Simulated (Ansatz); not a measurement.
# C2H6B2FN: a ladder of functionals and wavefunction methods

Aim: compute C2H6B2FN with functionals from several rungs and with coupled cluster. The yardstick is the atomisation energy at the CCSD(T) limit.

The runs use Ansatz 0.2.0, Gaussian basis; functionals in def2-TZVPP, the program's frozen cores in correlated methods.

The runs, in order: PBE-D4, r2SCAN-D4, PBE0-D4, B3LYP-D4, ωB97X-V, ωB97M-V, B2PLYP; CCSD(T)/def2-TZVPP; MP2/def2-QZVPP; extrapolation to the limit.

**1. The relaxed structure**

All runs share one geometry, relaxed beforehand with PBE0-D4 in a triple-zeta def2 set.

SMILES `BC1(F)NB1C`, 12 atoms, charge 0, spin multiplicity 1.

Atoms are counted from 1 here; the program's logs count them from 0.

Bond lengths: B1–C2 1.485 Å, B1–H7 1.193 Å, B1–H8 1.204 Å, C2–F3 1.341 Å, C2–N4 1.393 Å, C2–B5 1.754 Å, N4–B5 1.385 Å, N4–H9 1.005 Å, B5–C6 1.549 Å, C6–H10 1.092 Å, C6–H11 1.096 Å, C6–H12 1.091 Å. Angles: C2–B1–H7 121.8°, C2–B1–H8 115.3°, H7–B1–H8 122.2°, B1–C2–F3 127.0°, B1–C2–N4 112.5°, B1–C2–B5 70.9°, F3–C2–N4 114.1°, F3–C2–B5 125.5°, N4–C2–B5 50.6°, C2–N4–B5 78.3°, C2–N4–H9 128.4°, B5–N4–H9 144.1°, C2–B5–N4 51.0°, C2–B5–C6 158.2°, N4–B5–C6 138.2°, B5–C6–H10 112.9°, B5–C6–H11 108.3°, B5–C6–H12 111.7° and more.

**2. PBE-D4 (GGA)**

The input, in.yaml:

```yaml
crystal:
  periodic: [false, false, false]
  atoms:
    - {symbol: B, position_ang: [-1.255327, -0.469598, 0.900902]}
    - {symbol: C, position_ang: [-0.625144, 0.861193, 1.094344]}
    - {symbol: F, position_ang: [-1.174061, 2.058572, 0.844438]}
    - {symbol: N, position_ang: [0.758124, 0.823746, 0.932663]}
    - {symbol: B, position_ang: [0.337748, -0.072580, -0.036242]}
    - {symbol: C, position_ang: [0.830601, -0.611397, -1.401805]}
    - {symbol: H, position_ang: [-2.344590, -0.586519, 0.429402]}
    - {symbol: H, position_ang: [-0.673109, -1.393188, 1.408059]}
    - {symbol: H, position_ang: [1.431144, 1.541002, 1.141461]}
    - {symbol: H, position_ang: [1.902483, -0.466544, -1.553188]}
    - {symbol: H, position_ang: [0.301138, -0.072517, -2.195168]}
    - {symbol: H, position_ang: [0.587892, -1.667170, -1.530765]}
basis:
  gaussian: {orbitals: def2-TZVPP}
hamiltonian: {xc: pbe, dispersion: d4}
output: {forces: true, orbitals: {seedname: orbitals}}
```

The run is started by

```bash
> ansatz run in.yaml --threads 4 --pin off --events-out ev --progress --plain --max-ram 10444MiB
```

After this run come: r2SCAN-D4 (meta-GGA); PBE0-D4 (hybrid); B3LYP-D4 (hybrid); ωB97X-V (range-separated); ωB97M-V (range-separated); B2PLYP (double hybrid); CCSD(T) in def2-TZVPP; MP2 in def2-QZVPP.

Q: Predict the results of all the runs planned. Wanted: atomisation energy, CCSD(T)/CBS; farthest; mean size of error, hybrid; mean size of error, range-separated; gap, smallest and largest; T1 diagnostic; triples share of the correlation energy.

As calculated:

```
                               quantity                                 value
        atomisation energy, CCSD(T)/CBS                         4686.5 kJ/mol
 functionals within 23.4 kJ/mol (0.5 %)                                B2PLYP
                               farthest                PBE-D4 (+207.3 kJ/mol)
             mean size of error, hybrid                           73.8 kJ/mol
    mean size of error, range-separated                           55.4 kJ/mol
              gap, smallest and largest  4.50 eV (PBE-D4), 11.03 eV (ωB97X-V)
                          T1 diagnostic                                0.0135
triples share of the correlation energy                                 4.1 %
```

PBE-D4 is off by +207.3 kJ/mol. Double hybrids carry the basis error of their MP2 part in triple zeta, and no dispersion term here, so their miss is partly the set-up's. The reference freezes the cores and leaves out relativity and excitations past (T), so misses under about 23.4 kJ/mol can't be ranked. Hartree-Fock recovers 73 % of the binding; the rest is correlation. The gap grows from 4.5 to 11.0 eV across the functionals, mostly with the share of exact exchange.
